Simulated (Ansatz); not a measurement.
Crystal: SnTe3.

```
Te Sn
1.0
     0.00000    3.86122    3.86122
     3.86122    0.00000    3.86122
     3.86122    3.86122    0.00000
Te Sn
3 1
Cartesian
  3.8612 3.8612 3.8612
  5.7918 5.7918 5.7918
  1.9306 1.9306 1.9306
  0.0000 0.0000 0.0000
```

The cell comes from a database or a generator and needn't be the stable form of this composition.

Base run:

| Quantity | Value |
| --- | --- |
| Program | Ansatz 0.2.0 |
| Functional | PBE |
| Potentials or basis | all-electron LAPW, scalar-relativistic |
| Cutoff | 143 eV (chosen from the basis error) |
| Basis error allowed | 0.002 eV/atom |
| k mesh | 6 × 6 × 6 |
| Occupations | fermi-dirac, width 0.05 eV |
| Spin | no spin polarisation |

Its results: pressure 0.2 GPa.

The run is repeated on the same cell with these changes: functional from PBE to PBEsol; potentials or basis from all-electron LAPW, scalar-relativistic to all-electron PAW datasets made for the crystal. What comes out?

Pressure -2.8 GPa.

Caveats: the density of states is complete only up to the lowest level of the last band computed (some runs).

The runs don't all hold the same shells in valence.
